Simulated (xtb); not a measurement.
**C3H6Si (SMILES C1=C[SiH2]C1): levels of theory compared**

We compute a comparison of 3 runs (GFN-FF, GFN2-xTB, GFN0-xTB) of C3H6Si. 

Program for the calculation: xtb 6.7.1.

8 further runs of the same task are left out: 4 that didn't finish, 4 set aside as unsound or not needed.

### Step 1. The system as given

The species is C3H6Si (10 atoms), meant as a singlet with charge 0. SMILES: `C1=C[SiH2]C1`. Geometry: optimised at GFN2-xTB.

Bond lengths: C1–C2 1.335 Å, C2–Si3 1.888 Å, C1–C4 1.504 Å, Si3–C4 1.930 Å, C1–H5 1.081 Å, C2–H6 1.078 Å, Si3–H7 1.462 Å, Si3–H8 1.462 Å, C4–H9 1.089 Å, C4–H10 1.089 Å. Some angles: C1–C2–Si3 94.3°, C2–C1–C4 105.6°, C2–Si3–C4 72.7°, C1–C4–Si3 87.4°, C1–C2–H6 127.2°, Si3–C2–H6 138.5°, C2–C1–H5 129.3°, C4–C1–H5 125.1°, C2–Si3–H7 117.8°, C2–Si3–H8 117.9°.

### Step 2. Energy and gradient at GFN-FF (run 1)

File mol.xyz:

```xyz
10

C     -0.758190     0.829120    -0.272970
C     -1.093850    -0.451050    -0.448990
Si     0.557690    -1.117540     0.178480
C      0.641260     0.807830     0.278640
H     -1.334380     1.721590    -0.471550
H     -2.026770    -0.834380    -0.830510
H      1.451640    -1.748500    -0.791890
H      0.567660    -1.828970     1.456160
H      0.716110     1.256770     1.268490
H      1.361930     1.313830    -0.362840
```

Started as:

```bash
$ xtb --grad --gfnff -- mol.xyz | tee out.txt
```

The log of the run:

```text
* xtb version 6.7.1
[...]
         ::                     SUMMARY                     ::
         :::::::::::::::::::::::::::::::::::::::::::::::::::::
         :: total energy              -1.523179846447 Eh    ::
         :: gradient norm              0.027519874869 Eh/a0 ::
         ::.................................................::
         :: bond energy               -1.643229741615 Eh    ::
         :: angle energy               0.039499006773 Eh    ::
         :: torsion energy             0.002340601843 Eh    ::
         :: repulsion energy           0.085745154354 Eh    ::
         :: electrostat energy        -0.003144859877 Eh    ::
         :: dispersion energy         -0.004468207635 Eh    ::
         :: HB energy                  0.000000000000 Eh    ::
         :: XB energy                  0.000000000000 Eh    ::
         :: bonded atm energy          0.000078199710 Eh    ::
         :: external energy            0.000000000000 Eh    ::
         :: add. restraining           0.000000000000 Eh    ::
         :: total charge              -0.000000000000 e     ::
[...]
molecular dipole:
                 x           y           z       tot (Debye)
 q only:        0.058      -0.018       0.022       0.163
           -------------------------------------------------
          | TOTAL ENERGY               -1.523179846447 Eh   |
          | GRADIENT NORM               0.027519874869 Eh/α |
           -------------------------------------------------
########################################################################
[WARNING] Runtime exception occurred
-1- gfnff_setup: Could not read topology file.
########################################################################
[...]
```

Standard error:

```text
normal termination of xtb
```

It took 0.013 s on 1 thread of Arm Neoverse V1, shared host.

### Step 3. Energy and forces at GFN2-xTB (run 2)

File start.xyz:

```xyz
10
C3H6Si
C     -0.75819     0.82912    -0.27297
C     -1.09385    -0.45105    -0.44899
Si     0.55769    -1.11754     0.17848
C      0.64126     0.80783     0.27864
H     -1.33438     1.72159    -0.47155
H     -2.02677    -0.83438    -0.83051
H      1.45164    -1.74850    -0.79189
H      0.56766    -1.82897     1.45616
H      0.71611     1.25677     1.26849
H      1.36193     1.31383    -0.36284
```

Started as:

```bash
$ xtb --grad --json -- start.xyz | tee xtb.out
```

The log of the run:

```text
* xtb version 6.7.1
[...]
          :  # basis functions                  28          :
[...]
          :  # electrons                        22          :
[...]
          :  Hamiltonian                  GFN2-xTB          :
[...]
          :  net charge                          0          :
          :  unpaired electrons                  0          :
[...]
   *** convergence criteria satisfied after 13 iterations ***
[...]
         ::                     SUMMARY                     ::
         :::::::::::::::::::::::::::::::::::::::::::::::::::::
         :: total energy             -11.134913429771 Eh    ::
         :: gradient norm              0.000340731224 Eh/a0 ::
         :: HOMO-LUMO gap              4.452012109056 eV    ::
         ::.................................................::
         :: SCC energy               -11.310256647414 Eh    ::
         :: -> isotropic ES            0.015452720424 Eh    ::
         :: -> anisotropic ES          0.003350102487 Eh    ::
         :: -> anisotropic XC          0.007859641538 Eh    ::
         :: -> dispersion             -0.005541072099 Eh    ::
         :: repulsion energy           0.175343217643 Eh    ::
         :: add. restraining           0.000000000000 Eh    ::
         :: total charge              -0.000000000000 e     ::
         :::::::::::::::::::::::::::::::::::::::::::::::::::::
[...]
        11        2.0000           -0.3797316             -10.3330 (HOMO)
        12                         -0.2161231              -5.8810 (LUMO)
[...]
     #   Z          covCN         q      C6AA      α(0)
     1   6          3.318    -0.030    26.578     8.213
     2   6          2.862    -0.152    31.919     9.261
     3  14          4.018     0.452    97.868    18.917
     4   6          3.775    -0.162    23.662     6.931
     5   1          0.926     0.012     2.864     2.647
     6   1          0.926     0.016     2.799     2.616
     7   1          0.919    -0.083     4.992     3.494
     8   1          0.919    -0.083     4.991     3.494
     9   1          0.925     0.015     2.815     2.624
    10   1          0.925     0.015     2.816     2.624
[...]
molecular dipole:
                 x           y           z       tot (Debye)
 q only:        0.290      -0.475       0.098
   full:        0.152      -0.103       0.057       0.488
molecular quadrupole (traceless):
[...]
          | TOTAL ENERGY              -11.134913429771 Eh   |
          | GRADIENT NORM               0.000340731224 Eh/α |
          | HOMO-LUMO GAP               4.452012109056 eV   |
           -------------------------------------------------
[...]
```

Standard error:

```text
normal termination of xtb
```

Wall time 0.026 s (1 thread of Arm Neoverse V1, shared host).

### Step 4. Energy and gradient at GFN0-xTB (run 3)

File .CHRG:

```
0
```

File .UHF:

```
0
```

File mol.xyz:

```xyz
10
C3H6Si
C     -0.75819000     0.82912000    -0.27297000
C     -1.09385000    -0.45105000    -0.44899000
Si     0.55769000    -1.11754000     0.17848000
C      0.64126000     0.80783000     0.27864000
H     -1.33438000     1.72159000    -0.47155000
H     -2.02677000    -0.83438000    -0.83051000
H      1.45164000    -1.74850000    -0.79189000
H      0.56766000    -1.82897000     1.45616000
H      0.71611000     1.25677000     1.26849000
H      1.36193000     1.31383000    -0.36284000
```

Started as:

```bash
$ xtb --gfn0 --grad -- mol.xyz | tee xtb.out
```

The log of the run:

```text
* xtb version 6.7.1
[...]
[WARNING] Please study the warnings concerning your input carefully
-1- prog_main_parseArguments: The use of '--gfn0' is discouraged, please use '--gfn 0' next time
########################################################################
[...]
          :  # basis functions                  34          :
[...]
          :  # electrons                        22          :
[...]
 Zeroth order Hamiltonian       ...        0 min,  0.000 sec ( 14.669%)
[...]
         ::                     SUMMARY                     ::
         :::::::::::::::::::::::::::::::::::::::::::::::::::::
         :: total energy             -11.427574040501 Eh    ::
         :: gradient norm              0.022682253887 Eh/a0 ::
         :: HOMO-LUMO gap              4.055732598443 eV    ::
         ::.................................................::
         :: H0 energy                -11.561707714985 Eh    ::
         :: repulsion energy           0.185047643781 Eh    ::
         :: electrostat energy        -0.048567707055 Eh    ::
         :: -> Gsolv                   0.000000000000 Eh    ::
         ::    -> Gsasa                0.000000000000 Eh    ::
         ::    -> Gshift               0.000000000000 Eh    ::
         :: dispersion energy         -0.002346262242 Eh    ::
         :: short-range corr.          0.000000000000 Eh    ::
         :: add. restraining           0.000000000000 Eh    ::
         :: total charge              -0.000000000000 e     ::
         :::::::::::::::::::::::::::::::::::::::::::::::::::::
[...]
        11        2.0000           -0.4231287             -11.5139 (HOMO)
        12                         -0.2740833              -7.4582 (LUMO)
[...]
     #   Z          covCN         q      C6AA      α(0)
     1   6          3.318     0.026    27.072     8.283
     2   6          2.862    -0.397    41.821    10.566
     3  14          4.018     0.525   136.099    21.532
     4   6          3.775    -0.384    32.226     8.186
     5   1          0.926     0.064     2.153     2.295
     6   1          0.926     0.152     1.377     1.835
     7   1          0.919    -0.110     5.936     3.810
     8   1          0.919    -0.110     5.939     3.811
     9   1          0.925     0.117     1.637     2.001
    10   1          0.925     0.117     1.637     2.001
[...]
          | TOTAL ENERGY              -11.427574040501 Eh   |
          | GRADIENT NORM               0.022682253887 Eh/α |
          | HOMO-LUMO GAP               4.055732598443 eV   |
           -------------------------------------------------
[...]
```

Standard error:

```text
normal termination of xtb
```

It took 0.022 s on 1 thread of Arm Neoverse V1, shared host.

### Step 5. Overview of the runs

```csv
run,level,energy (Eh),dipole moment (D),dispersion energy (kJ/mol),largest force (eV/Å),wall time
1,GFN-FF,-1.523180,0.16,-11.73,0.904,0.013 s
2,GFN2-xTB,-11.134913,0.49,-14.55,0.011,0.026 s
3,GFN0-xTB,-11.427574,0.82,-6.16,0.608,0.022 s
```

### Step 6. Outcome

```
                             quantity         value
                  run 3: total energy  -11.42757 Eh
                 run 3: dipole moment        0.82 D
                   run 3: HOMO energy     -11.51 eV
                   run 3: LUMO energy      -7.46 eV
                 run 3: HOMO–LUMO gap       4.06 eV
             run 3: dispersion energy  -6.16 kJ/mol
      run 3: largest force on an atom    0.608 eV/Å
run 3: mean polarisability (D4 model)    64.3 bohr³
```

The dipole moment (its size) runs from 0.16 D (GFN-FF) to 0.82 D (GFN0-xTB). Force-field and semi-empirical energies have zeros of their own, so their totals don't compare. All runs together took 0.061 s, the longest 0.026 s.
